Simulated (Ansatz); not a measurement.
# CsTi2: the cost of one run

Computed with Ansatz 0.2.0 (DFT PBE, scalar-relativistic, plane waves, PAW, unless a step's input says otherwise).

1 further run of the same task is left out (it didn't finish).

### Step 1. The structure to begin with

Symmetry: Fd-3m, No. 227, cubic system. The conventional cell has a = 8.441 Å, b = 8.441 Å, c = 8.441 Å, α = 90.00°, β = 90.00°, γ = 90.00°. Cs (site symmetry -43m) is surrounded by 12 Ti at 3.50 Å and 4 Cs at 3.65 Å. Ti (site symmetry -3m) is surrounded by 6 Ti at 2.98 Å.

Structure file:

```xyz
6
Lattice="0.0000 4.2203 4.2203 4.2203 0.0000 4.2203 4.2203 4.2203 0.0000" Properties=species:S:1:pos:R:3 pbc="T T T"
Cs    0.0000    0.0000    0.0000
Cs    2.1102    2.1102    2.1102
Ti    5.2754    5.2754    5.2754
Ti    5.2754    3.1652    3.1652
Ti    3.1652    3.1652    5.2754
Ti    3.1652    5.2754    3.1652
```

This is candidate A: cubic Laves (C15) type (Fd-3m, No. 227).

(A quick probe on a coarse mesh, which set the mesh and smearing, is not shown.)

### Step 3. Full relaxation (candidate A)

The input, input.yaml:

```yaml
crystal:
  lattice:
    - [0.0, 4.2203065036, 4.2203065036]
    - [4.2203065036, 0.0, 4.2203065036]
    - [4.2203065036, 4.2203065036, 0.0]
  atoms:
    - { symbol: Cs, position: [0.0, 0.0, 0.0] }
    - { symbol: Cs, position: [0.25, 0.25, 0.25] }
    - { symbol: Ti, position: [0.625, 0.625, 0.625] }
    - { symbol: Ti, position: [0.125, 0.625, 0.625] }
    - { symbol: Ti, position: [0.625, 0.625, 0.125] }
    - { symbol: Ti, position: [0.625, 0.125, 0.625] }
basis:
  ecutwfc: 420
kpoints:
  mp_grid: { grid: [8, 8, 8] }
hamiltonian:
  xc: pbe
scf:
  occupations: { method: gaussian, width: 0.1 }
output:
  forces: true
  stress: true
  eigenvalues: true
relax:
  adjacent_minimum: "off"
  f_tol: 0.01
  max_steps: 80
  cell: { stress_tol: 0.05 }
```

On the command line:

```
$ ansatz run input.yaml --threads 1 --pin off --max-ram 2560MiB --backend cpu --events-out ev --progress --plain --runs-dir out
```

Q: Estimate wall time and peak memory on 1 thread of Intel Xeon Platinum 8488C (Sapphire Rapids), shared host.

About 46 s, with a peak of 0.59 GiB.
